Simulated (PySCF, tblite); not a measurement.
# C7H9NO: dynamics, then NMR shifts on frames

Aim: move C7H9NO (`C=CC(=C)/C=C/C(N)=O`) away from its starting geometry and see how NMR shifts follow the geometry.

Programs: tblite 0.8.0 and PySCF 2.14.0, with density-fitted response routines of our own. Each step states its level of theory. These are calculated values for one molecule in the gas phase, unless marked as measured. Atoms count from 0, in the outputs and in this text.

## 1. Starting geometry

18 atoms, charge 0, multiplicity 1; geometry from: GFN2-xTB.

Bonds of the start (Å): C0–C1 1.33, C1–C2 1.47, C2–C3 1.34, C2–C4 1.46, C4–C5 1.34, C5–C6 1.48, C6–N7 1.36, C6–O8 1.21, C0–H9 1.08, C0–H10 1.08, C1–H11 1.08, C3–H12 1.08, C3–H13 1.08, C4–H14 1.08, C5–H15 1.08, N7–H16 1.01, N7–H17 1.00.

## 2. A short Langevin run with GFN2-xTB

What the job is given:

```
{"job": {"kind": "md", "xc": "GFN2-xTB", "basis": "xTB", "temperature": 300, "steps": 2000, "every": 50, "frames": 5}, "charge": 0, "multiplicity": 1}
C      0.599038     2.025748     1.027738
C     -0.683264     1.694481     0.966661
C     -1.196368     0.325425     0.869224
C     -2.379050     0.014957     1.416836
C     -0.436769    -0.702660     0.172459
C      0.440938    -0.504337    -0.815033
C      1.106326    -1.651642    -1.465504
N      1.958069    -1.309166    -2.468894
O      0.931775    -2.809921    -1.144257
H      0.911482     3.050671     1.137390
H      1.382381     1.286923     0.997654
H     -1.440540     2.463699     1.053503
H     -2.772162    -0.986614     1.383507
H     -2.985614     0.756039     1.909669
H     -0.651138    -1.729683     0.443262
H      0.678235     0.484087    -1.180865
H      2.435474    -2.042290    -2.965147
H      2.092427    -0.359401    -2.763457
```

Method: GFN2-xTB Langevin dynamics, gas phase.

The run is started by

```console
$ OMP_NUM_THREADS=1 python probes_run.py task.json out
```

One launch serves the whole session: the jobs run in the order shown.

The log of the run:

```text
t/fs     T/K      E/eV
    0.0   254.5   -720.62630
   25.0   181.3   -720.26191
   50.0   260.0   -720.26299
   75.0   157.1   -720.03664
  100.0   298.6   -720.20334
  125.0   242.0   -720.18501
  150.0   242.7   -720.10391
  175.0   242.9   -720.11925
  200.0   252.0   -720.06369
  225.0   247.1   -719.99498
  250.0   198.4   -720.03985
  275.0   263.1   -720.32613
  300.0   189.8   -720.08945
  325.0   301.0   -720.09372
  350.0   281.1   -720.11669
  375.0   269.7   -720.14387
  400.0   240.5   -719.94068
  425.0   241.1   -719.95309
  450.0   233.2   -719.91137
  475.0   304.4   -720.01231
  500.0   263.4   -720.02745
  525.0   296.1   -720.04945
  550.0   186.9   -719.99313
  575.0   337.5   -720.20971
  600.0   190.7   -720.16037
  625.0   194.1   -720.29681
  650.0   191.4   -720.03304
  675.0   213.4   -720.07974
  700.0   250.2   -719.89716
  725.0   224.7   -719.81949
  750.0   299.5   -720.08535
  775.0   286.5   -720.03649
  800.0   244.8   -720.06689
  825.0   189.6   -719.91788
  850.0   270.0   -719.99594
  875.0   301.6   -720.06352
  900.0   267.0   -719.88316
  925.0   297.7   -720.02982
  950.0   266.2   -720.08776
  975.0   269.2   -720.08563
 1000.0   325.0   -720.15119
```

Wall time 21 s (1 thread of Arm Neoverse N1, shared host); peak memory 0.18 GiB.

Distance from the start (root mean square after alignment): 0 fs 0.00 Å, 200 fs 0.33 Å, 400 fs 0.41 Å, 600 fs 0.25 Å, 800 fs 0.21 Å, 1000 fs 0.25 Å.

Positions (Å) and forces (eV/Å) at 1000 fs:

```xyz
18

C     1.091    0.979    1.913    1.103   -0.910   -0.084
C    -0.130    1.234    1.485   -0.388   -0.657   -0.324
C    -0.896    0.223    0.699   -0.150    0.827    1.476
C    -2.224    0.256    0.700   -1.804    0.441   -1.278
C    -0.311   -0.954    0.152    0.636   -0.042   -0.792
C     0.805   -1.021   -0.567    1.020   -0.424   -0.427
C     1.166   -2.375   -1.087    1.074   -0.221   -0.020
N     2.529   -2.577   -1.369   -1.905   -0.784    0.261
O     0.369   -3.295   -1.139    0.565    0.439   -0.093
H     1.702    1.637    2.484   -0.090    0.656    0.371
H     1.656    0.051    1.720   -0.716    0.430   -0.173
H    -0.635    2.144    1.813    0.036   -0.332   -0.402
H    -2.900   -0.378    0.074    1.037    0.122    0.820
H    -2.758    1.127    1.020   -0.058    0.301    0.422
H    -0.922   -1.834    0.173   -0.133   -0.382    0.099
H     1.490   -0.178   -0.739   -0.406   -0.528    0.130
H     2.797   -3.471   -1.751   -0.298   -0.188    0.065
H     3.184   -1.883   -1.589    0.477    1.252   -0.051
```

## 3. Nuclear shieldings: 250 fs, PBE0/pcSseg-1

What the job is given:

```
{"job": {"kind": "nmr", "xc": "PBE0", "basis": "pcSseg-1", "pop": false}, "charge": 0, "multiplicity": 1}
C      0.501300     1.524900     1.774300
C     -0.719200     1.191600     1.299600
C     -1.210100    -0.162400     0.902300
C     -2.450900    -0.511400     1.319600
C     -0.536400    -1.001800    -0.022600
C      0.521100    -0.679800    -0.769500
C      0.946500    -1.754100    -1.718000
N      2.063000    -1.357400    -2.441600
O      0.558500    -2.888500    -1.724200
H      0.563300     2.614200     2.055700
H      1.346400     0.837800     1.837800
H     -1.454800     1.932200     1.161500
H     -3.002500    -1.438600     1.071400
H     -3.124400     0.127400     1.941400
H     -0.887200    -2.005800    -0.187500
H      1.021200     0.278500    -0.967600
H      2.392500    -2.098800    -3.018100
H      2.329400    -0.405300    -2.639700
```

With the program's defaults for keys left out, this is: GIAO PBE0/pcSseg-1 NMR shielding, non-relativistic, gas phase.

The log of the run:

```text
coarse grid: 15336 points
cycle   1  E = -401.3494845539  dE =  1.374e+00  |g| = 8.409e-01  |ddm| = 3.961e+00
cycle   2  E = -400.9395307608  dE =  4.100e-01  |g| = 1.670e+00  |ddm| = 2.768e+00
cycle   3  E = -401.4845452813  dE = -5.450e-01  |g| = 2.313e-01  |ddm| = 2.147e+00
cycle   4  E = -401.4955249557  dE = -1.098e-02  |g| = 7.324e-02  |ddm| = 2.271e-01
cycle   5  E = -401.4964248907  dE = -8.999e-04  |g| = 3.174e-02  |ddm| = 7.234e-02
cycle   6  E = -401.4966724574  dE = -2.476e-04  |g| = 7.508e-03  |ddm| = 3.233e-02
cycle   7  E = -401.4966850347  dE = -1.258e-05  |g| = 3.463e-03  |ddm| = 9.087e-03
cycle   8  E = -401.4966880104  dE = -2.976e-06  |g| = 5.085e-04  |ddm| = 3.468e-03
final grid: 149008 points
cycle   9  E = -401.5581241502  dE = -2.231e-05  |g| = 1.242e-02  |ddm| = 3.801e-02
cycle  10  E = -401.5580516269  dE =  7.252e-05  |g| = 2.325e-02  |ddm| = 2.902e-02
cycle  11  E = -401.5581545438  dE = -1.029e-04  |g| = 2.428e-03  |ddm| = 2.058e-02
cycle  12  E = -401.5581558990  dE = -1.355e-06  |g| = 3.524e-04  |ddm| = 2.409e-03
cycle  13  E = -401.5581559215  dE = -2.246e-08  |g| = 2.083e-04  |ddm| = 5.530e-04
cycle  14  E = -401.5581559333  dE = -1.181e-08  |g| = 3.776e-05  |ddm| = 2.138e-04
cycle  15  E = -401.5581559336  dE = -2.977e-10  |g| = 1.780e-05  |ddm| = 4.946e-05
converged SCF energy = -401.5581559336

GIAO shielding tensors (ppm)
atom      isotropic    diamagn.    paramagn.     s11        s22        s33       span
  0 C       53.491     255.550    -202.059    -69.143     66.248    163.367    232.510
  1 C       35.134     256.843    -221.709    -89.396     49.257    145.539    234.936
  2 C       37.036     254.877    -217.840    -70.649     28.592    153.167    223.816
  3 C       48.788     249.918    -201.130    -43.538     39.762    150.138    193.676
  4 C       40.166     256.393    -216.227    -72.394     40.009    152.884    225.278
  5 C       58.171     254.954    -196.782    -30.066     65.617    138.963    169.029
  6 C       18.025     248.369    -230.344    -65.678     24.536     95.217    160.895
  7 N      145.375     320.496    -175.120     48.179    142.603    245.343    197.164
  8 O      -40.387     401.780    -442.167   -304.079   -170.659    353.576    657.655
  9 H       24.939      27.717      -2.778     21.701     24.295     28.821      7.120
 10 H       25.129      31.832      -6.703     20.892     25.342     29.153      8.261
 11 H       25.012      32.849      -7.837     22.328     23.846     28.861      6.533
 12 H       25.244      29.674      -4.430     23.066     24.385     28.281      5.216
 13 H       25.487      28.508      -3.022     23.334     24.469     28.656      5.322
 14 H       23.670      34.174     -10.504     20.600     21.694     28.716      8.116
 15 H       25.527      36.035     -10.507     22.271     23.409     30.903      8.632
 16 H       27.559      27.874      -0.315     23.634     24.142     34.902     11.268
 17 H       26.513      32.687      -6.174     22.452     25.172     31.915      9.462
```

It took 48 s on 1 thread of Arm Neoverse N1, shared host; peak memory 0.87 GiB.

Shifts follow as δ = σ(reference) − σ, with reference shieldings (ppm) from runs at the same level and on the same kind of geometry: 1H TMS 31.72, 13C TMS 186.9, 15N NH3 267.7, 17O H2O 336.1. The references are single molecules in the gas phase, so shifts against H2O, NH3, PH3, H3PO4 or CFCl3 are not on the usual liquid scales and can be off by tens of ppm. Each atom is listed at this fixed geometry, with no averaging over motion; a spectrum would average atoms that exchange fast.

```csv
atoms,environment,σ (ppm),δ (ppm)
C6,amide carbonyl carbon,18.0,168.9
C1,alkene CH,35.1,151.8
C2,fully substituted alkene carbon,37.0,149.9
C4,β carbon of a C=C–C=O unit,40.2,146.8
C3,terminal =CH2 carbon,48.8,138.1
C0,terminal =CH2 carbon,53.5,133.4
C5,α carbon of a C=C–C=O unit,58.2,128.8
H14,hydrogen on a β carbon of a C=C–C=O unit,23.67,8.05
H9,hydrogen on a terminal =CH2 carbon,24.94,6.78
H11,hydrogen on an alkene CH,25.01,6.71
H10,hydrogen on a terminal =CH2 carbon,25.13,6.59
H12,hydrogen on a terminal =CH2 carbon,25.24,6.47
H13,hydrogen on a terminal =CH2 carbon,25.49,6.23
H15,hydrogen on an α carbon of a C=C–C=O unit,25.53,6.19
H17,hydrogen on an amide-type nitrogen,26.51,5.20
H16,hydrogen on an amide-type nitrogen,27.56,4.16
N7,amide-type nitrogen,145.4,122.4
O8,amide-type carbonyl oxygen,-40.4,376.5
```

## 4. Nuclear shieldings: 425 fs, PBE0/pcSseg-1

What the job is given:

```
{"job": {"kind": "nmr", "xc": "PBE0", "basis": "pcSseg-1", "pop": false}, "charge": 0, "multiplicity": 1}
C      1.111600     0.873800     1.945800
C     -0.186200     0.973500     1.606600
C     -0.966300    -0.087500     0.977600
C     -2.286600    -0.163600     0.854000
C     -0.126100    -1.157400     0.399700
C      0.567800    -0.980800    -0.750700
C      1.185900    -2.152000    -1.415100
N      2.507900    -1.965000    -1.702000
O      0.576900    -3.124500    -1.697600
H      1.650900     1.748900     2.249600
H      1.767900     0.046300     1.797600
H     -0.754800     1.907800     1.645100
H     -2.835100    -1.036500     0.432400
H     -2.896000     0.713600     1.133100
H     -0.206400    -2.133800     0.854200
H      0.776100     0.082600    -1.126000
H      3.044000    -2.783100    -2.076800
H      2.984200    -1.093200    -1.582000
```

Method: GIAO PBE0/pcSseg-1 NMR shielding, non-relativistic, gas phase.

The log of the run:

```text
coarse grid: 15336 points
cycle   1  E = -401.3349708670  dE =  1.404e+00  |g| = 8.517e-01  |ddm| = 3.913e+00
cycle   2  E = -400.9229003011  dE =  4.121e-01  |g| = 1.680e+00  |ddm| = 2.382e+00
cycle   3  E = -401.4753908852  dE = -5.525e-01  |g| = 2.260e-01  |ddm| = 1.809e+00
cycle   4  E = -401.4860170235  dE = -1.063e-02  |g| = 6.983e-02  |ddm| = 2.173e-01
cycle   5  E = -401.4868846674  dE = -8.676e-04  |g| = 2.558e-02  |ddm| = 5.755e-02
cycle   6  E = -401.4870380899  dE = -1.534e-04  |g| = 5.545e-03  |ddm| = 2.443e-02
cycle   7  E = -401.4870441856  dE = -6.096e-06  |g| = 2.982e-03  |ddm| = 6.725e-03
final grid: 149008 points
cycle   8  E = -401.5492387503  dE = -1.886e-05  |g| = 1.413e-02  |ddm| = 3.545e-02
cycle   9  E = -401.5491444908  dE =  9.426e-05  |g| = 2.613e-02  |ddm| = 3.061e-02
cycle  10  E = -401.5492799519  dE = -1.355e-04  |g| = 2.386e-03  |ddm| = 2.061e-02
cycle  11  E = -401.5492811909  dE = -1.239e-06  |g| = 3.850e-04  |ddm| = 2.214e-03
cycle  12  E = -401.5492812172  dE = -2.633e-08  |g| = 2.243e-04  |ddm| = 5.042e-04
cycle  13  E = -401.5492812303  dE = -1.311e-08  |g| = 3.605e-05  |ddm| = 2.131e-04
cycle  14  E = -401.5492812306  dE = -2.354e-10  |g| = 1.659e-05  |ddm| = 3.992e-05
converged SCF energy = -401.5492812306

GIAO shielding tensors (ppm)
atom      isotropic    diamagn.    paramagn.     s11        s22        s33       span
  0 C       59.870     256.330    -196.460    -43.479     51.198    171.892    215.371
  1 C       37.689     254.652    -216.963    -71.519     36.017    148.569    220.089
  2 C       33.361     262.811    -229.450    -69.187     26.536    142.733    211.920
  3 C       66.674     252.925    -186.251    -25.355     68.502    156.876    182.230
  4 C       29.003     258.940    -229.938    -90.957     28.859    149.106    240.063
  5 C       41.692     258.930    -217.238    -71.979     56.720    140.334    212.313
  6 C       23.748     248.204    -224.456    -66.246     40.201     97.290    163.536
  7 N      153.350     321.356    -168.006     61.554    151.844    246.652    185.098
  8 O      -79.997     398.971    -478.968   -380.954   -175.724    316.686    697.640
  9 H       26.332      29.354      -3.022     24.229     25.947     28.820      4.592
 10 H       26.028      33.541      -7.513     22.445     26.030     29.609      7.164
 11 H       24.493      31.812      -7.319     22.232     24.033     27.213      4.981
 12 H       25.588      30.428      -4.840     23.561     24.204     28.999      5.438
 13 H       26.019      29.970      -3.951     23.740     24.809     29.509      5.769
 14 H       24.012      33.726      -9.714     19.717     24.673     27.646      7.929
 15 H       24.340      34.210      -9.870     20.335     24.008     28.677      8.342
 16 H       26.414      25.731       0.682     22.027     22.819     34.395     12.368
 17 H       27.018      33.306      -6.289     22.549     26.507     31.998      9.449
```

Run time: 47 s. Hardware: 1 thread of Arm Neoverse N1, shared host; peak memory 0.93 GiB.

This run: δ C6 163.2, C4 157.9, C2 153.6, C1 149.2, H14 7.70, H15 7.38 ppm.

(Part 1 of 2 ends here.)
